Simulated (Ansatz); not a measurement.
# C2H8AlNO2: basis-set convergence

An exercise on one series of results from a longer session: the logs are not shown, and one member is left open.

Computed with Ansatz 0.2.0, Gaussian basis. Level: one geometry, several basis sets.

The runs, in order: PBE0-D4/def2-SVP; ωB97M-V/def2-SVP; PBE0-D4/def2-QZVPP; ωB97M-V/def2-QZVPP; the functionals' def2-TZVPP values are taken from earlier runs.

## The geometry

All runs share one geometry, relaxed beforehand with PBE0-D4 in a triple-zeta def2 set.

14 atoms, charge 0, spin multiplicity 1.

Atoms are counted from 1 here; the program's logs count them from 0.

Bond lengths: C1–N2 1.440 Å, C1–H7 1.093 Å, C1–H8 1.100 Å, C1–H9 1.100 Å, N2–C3 1.444 Å, N2–Al4 1.765 Å, C3–H10 1.092 Å, C3–H11 1.100 Å, C3–H12 1.100 Å, Al4–O5 1.695 Å, Al4–O6 1.693 Å, O5–H13 0.954 Å, O6–H14 0.955 Å. Angles: N2–C1–H7 111.1°, N2–C1–H8 111.8°, N2–C1–H9 111.8°, H7–C1–H8 107.4°, H7–C1–H9 107.4°, H8–C1–H9 107.1°, C1–N2–C3 112.6°, C1–N2–Al4 124.8°, C3–N2–Al4 122.7°, N2–C3–H10 110.7°, N2–C3–H11 111.5°, N2–C3–H12 111.5°, H10–C3–H11 107.9°, H10–C3–H12 107.9°, H11–C3–H12 107.1°, N2–Al4–O5 124.0°, N2–Al4–O6 117.1°, O5–Al4–O6 118.9° and more.

Set-up of the first run:

File in.yaml:

```yaml
crystal:
  periodic: [false, false, false]
  atoms:
    - {symbol: C, position_ang: [-1.636303, -0.044645, 0.241040]}
    - {symbol: N, position_ang: [-0.268990, -0.161900, -0.194350]}
    - {symbol: C, position_ang: [-0.138405, -0.930823, -1.409463]}
    - {symbol: Al, position_ang: [1.117557, 0.543172, 0.640393]}
    - {symbol: O, position_ang: [1.003375, 1.457425, 2.062589]}
    - {symbol: O, position_ang: [2.644888, 0.276012, -0.040398]}
    - {symbol: H, position_ang: [-1.708175, 0.539464, 1.162532]}
    - {symbol: H, position_ang: [-2.264254, 0.452284, -0.513320]}
    - {symbol: H, position_ang: [-2.087421, -1.028252, 0.439347]}
    - {symbol: H, position_ang: [0.908418, -1.001224, -1.711202]}
    - {symbol: H, position_ang: [-0.522523, -1.953731, -1.283316]}
    - {symbol: H, position_ang: [-0.698476, -0.474023, -2.238614]}
    - {symbol: H, position_ang: [0.195034, 1.671012, 2.521762]}
    - {symbol: H, position_ang: [3.442273, 0.626031, 0.351800]}
basis:
  gaussian: {orbitals: def2-SVP}
hamiltonian: {xc: pbe0, dispersion: d4}
output: {orbitals: {seedname: orbitals}}
```

On the command line:

```console
> ansatz run in.yaml --threads 4 --pin off --events-out ev --progress --plain --max-ram 11315MiB
```

Among the steps run: PBE0-D4 in def2-SVP; ωB97M-V in def2-SVP; PBE0-D4 in def2-QZVPP; ωB97M-V in def2-QZVPP.

One of the session's tables, all rows but one given; the rest of the session is left out.

It belongs to the step «Density functionals: the series». 

```
functional       basis  HOMO (eV)  LUMO (eV)
   PBE0-D4    def2-SVP          ?          ?
   PBE0-D4  def2-TZVPP      -6.27      -0.14
   PBE0-D4  def2-QZVPP      -6.31      -0.44
   ωB97M-V    def2-SVP      -8.38       1.73
   ωB97M-V  def2-TZVPP      -8.57       1.42
   ωB97M-V  def2-QZVPP      -8.62       0.81
```

Estimate the missing values for PBE0-D4, def2-SVP.

**Answer.** HOMO (eV): -6.09; LUMO (eV): 0.14. In the column «HOMO (eV)» it is the highest.
